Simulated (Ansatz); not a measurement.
**C28H24N6S6Si2: geometry, orbitals and charge**

Aim: characterise C28H24N6S6Si2 as a singlet: its structure, frontier levels and distribution of charge.

Method: RKS PBE0-D4/def2-SVP; program: Ansatz 0.2.0, Gaussian basis.

The runs, in order: relaxation at PBE-D4/def2-SVP; a single point at PBE0-D4/def2-SVP.

1 further run of the same task is left out (set aside as unsound or not needed).

### Step 1. The system as given

SMILES `C[Si](C)(C)C#Cc1cnc(-c2cnc(-c3cnc(-c4cnc(-c5cnc(-c6cnc(C#C[Si](C)(C)C)s6)s5)s4)s3)s2)s1`, 66 atoms, charge 0, spin multiplicity 1.

Atoms are counted from 1 here; the program's logs count them from 0.

Bond lengths: C1–Si2 1.906 Å, C1–H43 1.086 Å, C1–H44 1.086 Å, C1–H45 1.086 Å, Si2–C3 1.906 Å, Si2–C4 1.906 Å, Si2–C5 1.861 Å, C3–H46 1.086 Å, C3–H47 1.086 Å, C3–H48 1.086 Å, C4–H49 1.086 Å, C4–H50 1.086 Å, C4–H51 1.086 Å, C5–C6 1.212 Å, C6–C7 1.394 Å, C7–C8 1.378 Å, C7–S42 1.742 Å, C8–N9 1.336 Å and more. Angles: Si2–C1–H43 111.5°, Si2–C1–H44 111.1°, Si2–C1–H45 111.3°, H43–C1–H44 107.6°, H43–C1–H45 107.6°, H44–C1–H45 107.6°, C1–Si2–C3 111.3°, C1–Si2–C4 110.9°, C1–Si2–C5 107.2°, C3–Si2–C4 111.4°, C3–Si2–C5 108.2°, C4–Si2–C5 107.7°, Si2–C3–H46 111.3°, Si2–C3–H47 111.2°, Si2–C3–H48 111.3°, H46–C3–H47 107.6°, H46–C3–H48 107.6°, H47–C3–H48 107.6° and more.

The start is a GFN2-xTB geometry.

### Step 2. Optimising with PBE-D4/def2-SVP

in.yaml reads:

```yaml
crystal:
  periodic: [false, false, false]
  atoms:
    - {symbol: C, position_ang: [-14.798910, 2.812190, 1.802930]}
    - {symbol: Si, position_ang: [-14.542650, 1.017300, 1.215890]}
    - {symbol: C, position_ang: [-15.436950, 0.695710, -0.435700]}
    - {symbol: C, position_ang: [-15.093470, -0.220420, 2.556630]}
    - {symbol: C, position_ang: [-12.716640, 0.783330, 0.944980]}
    - {symbol: C, position_ang: [-11.519670, 0.662240, 0.801230]}
    - {symbol: C, position_ang: [-10.144320, 0.514440, 0.626910]}
    - {symbol: C, position_ang: [-9.134320, 1.132080, 1.331260]}
    - {symbol: N, position_ang: [-7.889070, 0.815800, 0.963890]}
    - {symbol: C, position_ang: [-7.858140, -0.035310, -0.012740]}
    - {symbol: C, position_ang: [-6.674930, -0.548510, -0.605820]}
    - {symbol: C, position_ang: [-6.550770, -1.451850, -1.642610]}
    - {symbol: N, position_ang: [-5.304720, -1.760880, -2.001170]}
    - {symbol: C, position_ang: [-4.415190, -1.135710, -1.285570]}
    - {symbol: C, position_ang: [-3.015370, -1.292920, -1.468670]}
    - {symbol: C, position_ang: [-2.389090, -2.101770, -2.398620]}
    - {symbol: N, position_ang: [-1.057410, -2.081320, -2.381200]}
    - {symbol: C, position_ang: [-0.580610, -1.287080, -1.471440]}
    - {symbol: C, position_ang: [0.799340, -1.072110, -1.228880]}
    - {symbol: C, position_ang: [1.395520, -0.251880, -0.291750]}
    - {symbol: N, position_ang: [2.728170, -0.246860, -0.288660]}
    - {symbol: C, position_ang: [3.230080, -1.034400, -1.192880]}
    - {symbol: C, position_ang: [4.616630, -1.225880, -1.418410]}
    - {symbol: C, position_ang: [5.228860, -2.038240, -2.353420]}
    - {symbol: N, position_ang: [6.560340, -2.028740, -2.350380]}
    - {symbol: C, position_ang: [7.046190, -1.233050, -1.440560]}
    - {symbol: C, position_ang: [8.439470, -1.050450, -1.235850]}
    - {symbol: C, position_ang: [9.457020, -1.662970, -1.944150]}
    - {symbol: N, position_ang: [10.695470, -1.338260, -1.577530]}
    - {symbol: C, position_ang: [10.717940, -0.486870, -0.599250]}
    - {symbol: C, position_ang: [11.872760, 0.028330, -0.012790]}
    - {symbol: C, position_ang: [12.877080, 0.475180, 0.496140]}
    - {symbol: Si, position_ang: [14.454210, 1.129840, 1.240740]}
    - {symbol: C, position_ang: [14.963170, -0.062730, 2.637070]}
    - {symbol: C, position_ang: [15.767660, 1.174750, -0.137800]}
    - {symbol: C, position_ang: [14.088430, 2.874110, 1.914070]}
    - {symbol: S, position_ang: [9.115610, 0.000040, -0.033980]}
    - {symbol: S, position_ang: [5.823970, -0.404600, -0.482980]}
    - {symbol: S, position_ang: [2.020920, -1.880500, -2.159580]}
    - {symbol: S, position_ang: [-1.820380, -0.464090, -0.522470]}
    - {symbol: S, position_ang: [-5.100030, -0.069680, -0.062230]}
    - {symbol: S, position_ang: [-9.454920, -0.534910, -0.580000]}
    - {symbol: H, position_ang: [-15.848950, 3.026240, 1.980470]}
    - {symbol: H, position_ang: [-14.263880, 3.000380, 2.729190]}
    - {symbol: H, position_ang: [-14.438130, 3.522970, 1.065300]}
    - {symbol: H, position_ang: [-16.511270, 0.821120, -0.333380]}
    - {symbol: H, position_ang: [-15.098330, 1.381720, -1.206660]}
    - {symbol: H, position_ang: [-15.256840, -0.314120, -0.792480]}
    - {symbol: H, position_ang: [-14.903840, -1.245060, 2.250800]}
    - {symbol: H, position_ang: [-14.559600, -0.051410, 3.487220]}
    - {symbol: H, position_ang: [-16.155490, -0.130300, 2.766460]}
    - {symbol: H, position_ang: [-9.291490, 1.830750, 2.133040]}
    - {symbol: H, position_ang: [-7.376990, -1.905540, -2.160720]}
    - {symbol: H, position_ang: [-2.910220, -2.718870, -3.106110]}
    - {symbol: H, position_ang: [0.859230, 0.359860, 0.411650]}
    - {symbol: H, position_ang: [4.702960, -2.655580, -3.059880]}
    - {symbol: H, position_ang: [9.291090, -2.360920, -2.743190]}
    - {symbol: H, position_ang: [15.130760, -1.065040, 2.254130]}
    - {symbol: H, position_ang: [14.194380, -0.127950, 3.401270]}
    - {symbol: H, position_ang: [15.880450, 0.263680, 3.118860]}
    - {symbol: H, position_ang: [15.458990, 1.817890, -0.956520]}
    - {symbol: H, position_ang: [16.717890, 1.547830, 0.233790]}
    - {symbol: H, position_ang: [15.939900, 0.183810, -0.547230]}
    - {symbol: H, position_ang: [13.301180, 2.851500, 2.661810]}
    - {symbol: H, position_ang: [14.969170, 3.310450, 2.376480]}
    - {symbol: H, position_ang: [13.767730, 3.543240, 1.121070]}
basis:
  gaussian: {orbitals: def2-SVP, fitting: {mean_field: def2-universal-jkfit}}
hamiltonian: {xc: pbe, dispersion: d4}
scf: {lower_state_search: "off"}
output: {orbitals: {seedname: orbitals}}
relax: {f_tol: 0.03, max_steps: 70}
```

Launch:

```
$ ansatz run in.yaml --threads 4 --pin off --events-out ev --progress --plain --max-ram 66560MiB --backend cuda --devices 0, --max-vram 37GiB
```

The runs that follow: Single point, PBE0-D4/def2-SVP.

**Question.** What will the summary of the whole plan be? Wanted: point group; commonest bond, hydrogen aside; HOMO, LUMO at PBE0-D4/def2-SVP; dipole at PBE-D4/def2-SVP.

**Answer**, as computed:

| quantity | value |
| --- | --- |
| point group | C1 |
| commonest bond, hydrogen aside | C–C, 15 of mean length 1.392 Å |
| HOMO, LUMO at PBE0-D4/def2-SVP | -5.92, -3.10 eV |
| dipole at PBE-D4/def2-SVP | 4.06 D |

In words: The molecule keeps its bonding pattern by the stored test; the atoms moved 0.12 Å (rms). No usable vibrations, so a minimum isn't proven. The HOMO lies nearest to 5 C atoms about 6 % each and the LUMO to C18, C22, C26 about 6 % each; S39, S40 about 6 % each. The point group is read from a loosely relaxed geometry; soft torsions can leave it below the true symmetry.
